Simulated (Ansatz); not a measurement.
# InGaAs2: the cost of one run

Computed with Ansatz 0.2.0 (DFT PBEsol, scalar-relativistic, plane waves, PAW, and further levels as typed in the inputs, unless a step's input says otherwise).

### Step 1. The structure to begin with

Symmetry: P-4m2, No. 115, tetragonal system. Conventional cell: a = 4.151 Å, b = 4.151 Å, c = 29.349 Å, α = 90.00°, β = 90.00°, γ = 90.00°. Around In (site symmetry 2mm) lie 4 As at 2.54 Å. In (site symmetry -4m2) has 4 As at 2.54 Å as nearest neighbours. Around Ga (site symmetry 2mm) lie 4 As at 2.54 Å. Ga (site symmetry -4m2) is surrounded by 4 As at 2.54 Å. As (site symmetry 2mm) is surrounded by 4 In at 2.54 Å. Only part of the 11 independent sites is listed.

Structure file:

```xyz
20
Lattice="4.1505 0.0000 0.0000 0.0000 4.1505 0.0000 0.0000 0.0000 29.3485" Properties=species:S:1:pos:R:3 pbc="T T T"
In    0.0000    0.0000    0.0000
In    2.0753    2.0753    2.9349
In    0.0000    0.0000    5.8697
In    2.0753    2.0753    8.8046
In    0.0000    0.0000   11.7394
Ga    2.0753    2.0753   14.6743
Ga    0.0000    0.0000   17.6091
Ga    2.0753    2.0753   20.5439
Ga    0.0000    0.0000   23.4788
Ga    2.0753    2.0753   26.4137
As    2.0753    0.0000    1.4674
As    0.0000    2.0753    4.4023
As    2.0753    0.0000    7.3371
As    0.0000    2.0753   10.2720
As    2.0753    0.0000   13.2068
As    0.0000    2.0753   16.1417
As    2.0753    0.0000   19.0765
As    0.0000    2.0753   22.0114
As    2.0753    0.0000   24.9462
As    0.0000    2.0753   27.8811
```

### Step 2. Relaxing cell and atoms: InGaAs2, no spin

File input.yaml:

```yaml
crystal:
  lattice:
    - [4.1505046735, 0.0, 0.0]
    - [0.0, 4.1505046735, 0.0]
    - [0.0, 0.0, 29.3485]
  atoms:
    - { symbol: In, position: [0.0, 0.0, 0.0] }
    - { symbol: In, position: [0.5, 0.5, 0.1] }
    - { symbol: In, position: [0.0, 0.0, 0.2] }
    - { symbol: In, position: [0.5, 0.5, 0.3] }
    - { symbol: In, position: [0.0, 0.0, 0.4] }
    - { symbol: Ga, position: [0.5, 0.5, 0.5] }
    - { symbol: Ga, position: [0.0, 0.0, 0.6] }
    - { symbol: Ga, position: [0.5, 0.5, 0.7] }
    - { symbol: Ga, position: [0.0, 0.0, 0.8] }
    - { symbol: Ga, position: [0.5, 0.5, 0.9] }
    - { symbol: As, position: [0.5, 0.0, 0.05] }
    - { symbol: As, position: [0.0, 0.5, 0.15] }
    - { symbol: As, position: [0.5, 0.0, 0.25] }
    - { symbol: As, position: [0.0, 0.5, 0.35] }
    - { symbol: As, position: [0.5, 0.0, 0.45] }
    - { symbol: As, position: [0.0, 0.5, 0.55] }
    - { symbol: As, position: [0.5, 0.0, 0.65] }
    - { symbol: As, position: [0.0, 0.5, 0.75] }
    - { symbol: As, position: [0.5, 0.0, 0.85] }
    - { symbol: As, position: [0.0, 0.5, 0.95] }
scf:
  occupations: { method: gaussian, width: 0.01 }
output:
  forces: true
  stress: true
  eigenvalues: true
  write_density: true
  write_potential: true
  elf: true
  volumetric_format: npy
hamiltonian:
  xc: pbesol
relax:
  f_tol: 0.005
  max_steps: 60
  cell: { stress_tol: 0.03, fix: [a, b, alpha, beta, gamma] }
kpoints:
  mp_grid: { grid: [8, 8, 1] }
```

The run is started by

```bash
$ ansatz run input.yaml --threads 8 --pin off --max-ram 32768MiB --backend cpu --events-out ev --progress --plain --runs-dir out
```

Q: Estimate wall time and peak memory on 8 threads of Arm Neoverse V2, shared host.

About 3.2 min, with a peak of 3.6 GiB.
